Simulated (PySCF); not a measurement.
# C2H7GeNO: the cost of one run

Computed with PySCF 2.14.0, with density-fitted response routines of our own, on a single molecule in the gas phase. Atoms count from 0, in the outputs and in this text.

## 1. Starting geometry

12 atoms, charge 0, multiplicity 1; geometry from: GFN2-xTB. The atoms were then displaced at random by about 0.01 Å, so the start is not that level's minimum.

Bonds of the start (Å): C0–N1 1.44, N1–Ge2 1.87, N1–C3 1.33, C3–O4 1.19, C0–H5 1.05, C0–H6 1.10, C0–H7 1.10, Ge2–H8 1.51, Ge2–H9 1.48, Ge2–H10 1.50, C3–H11 1.13.

## 2. Optimising the geometry at PBE0-D3(BJ)/def2-SVP

What the job is given:

```
{"job": {"xc": "PBE0", "basis": "def2-SVP", "d3": "d3bj", "grid": 1, "shake": 0.01, "kind": "geom"}, "charge": 0, "multiplicity": 1}
C     -1.215360    -0.998400     0.096770
N     -0.246900     0.061030    -0.028930
Ge     1.612560    -0.041620     0.086990
C     -0.517340     1.337710    -0.261900
O      0.335170     2.159200    -0.359820
H     -0.729770    -1.909690     0.287260
H     -1.913350    -0.767430     0.916760
H     -1.797950    -1.065350    -0.834800
H      1.810490    -1.507870     0.374780
H      2.228410     0.347680    -1.199610
H      2.084140     0.764930     1.266780
H     -1.610420     1.591540    -0.353320
```

Launch:

```bash
OMP_NUM_THREADS=1 python probes_run.py task.json out
```

One launch serves the whole session: the jobs run in the order shown.

Q: Estimate the wall time and peak memory of this first job on 1 thread of Arm Neoverse V2, shared host.

About 54 s, with a peak of 0.51 GiB.
